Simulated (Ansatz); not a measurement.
# AlFH₂OZn: how energies converge with the basis set

The task here is to estimate one member of a computed series from the others.

Computed with Ansatz 0.2.0, Gaussian basis. Level: one geometry, several basis sets.

The runs, in order: PBE0-D4/def2-SVP; ωB97M-V/def2-SVP; PBE0-D4/def2-QZVPP; ωB97M-V/def2-QZVPP; the functionals' def2-TZVPP values are taken from earlier runs.

**The relaxed structure**

The geometry comes from an earlier relaxation with PBE0-D4 in a triple-zeta def2 set; it is a stationary point.

SMILES `[OH][AlH][Zn][F]`, 6 atoms, charge 0, spin multiplicity 1.

Atoms are counted from 1 here; the program's logs count them from 0.

Bond lengths: O1–Al2 1.698 Å, O1–H5 0.957 Å, Al2–Zn3 2.445 Å, Al2–H6 1.590 Å, Zn3–F4 1.770 Å. Angles: Al2–O1–H5 123.7°, O1–Al2–Zn3 113.7°, O1–Al2–H6 119.1°, Zn3–Al2–H6 127.2°, Al2–Zn3–F4 179.7°.

The first run:

Contents of in.yaml:

```yaml
crystal:
  periodic: [false, false, false]
  atoms:
    - {symbol: O, position_ang: [-1.280619, 1.048497, -0.555844]}
    - {symbol: Al, position_ang: [0.160179, 0.597188, 0.220812]}
    - {symbol: Zn, position_ang: [0.671279, -1.786484, 0.034499]}
    - {symbol: F, position_ang: [1.048197, -3.511237, -0.096155]}
    - {symbol: H, position_ang: [-1.615924, 1.944288, -0.572372]}
    - {symbol: H, position_ang: [1.016889, 1.707747, 0.969050]}
basis:
  gaussian: {orbitals: def2-SVP}
hamiltonian: {xc: pbe0, dispersion: d4}
output: {orbitals: {seedname: orbitals}}
```

Run with:

```
$ ansatz run in.yaml --threads 2 --pin off --events-out ev --progress --plain --max-ram 4352MiB
```

Among the steps run: PBE0-D4 in def2-SVP; ωB97M-V in def2-SVP; PBE0-D4 in def2-QZVPP; ωB97M-V in def2-QZVPP.

One of the session's tables, all rows but one given; the rest of the session is left out.

```
functional       basis  HOMO (eV)  LUMO (eV)
   PBE0-D4    def2-SVP      -7.51      -1.70
   PBE0-D4  def2-TZVPP          ?          ?
   PBE0-D4  def2-QZVPP      -7.77      -2.10
   ωB97M-V    def2-SVP      -9.50       0.09
   ωB97M-V  def2-TZVPP      -9.81      -0.43
   ωB97M-V  def2-QZVPP      -9.81      -0.55
```

Estimate the missing values for PBE0-D4, def2-TZVPP.

The run gave: HOMO (eV): -7.78; LUMO (eV): -2.08. In the column «HOMO (eV)» it lies between ωB97M-V, def2-SVP (-9.50) and PBE0-D4, def2-QZVPP (-7.77).
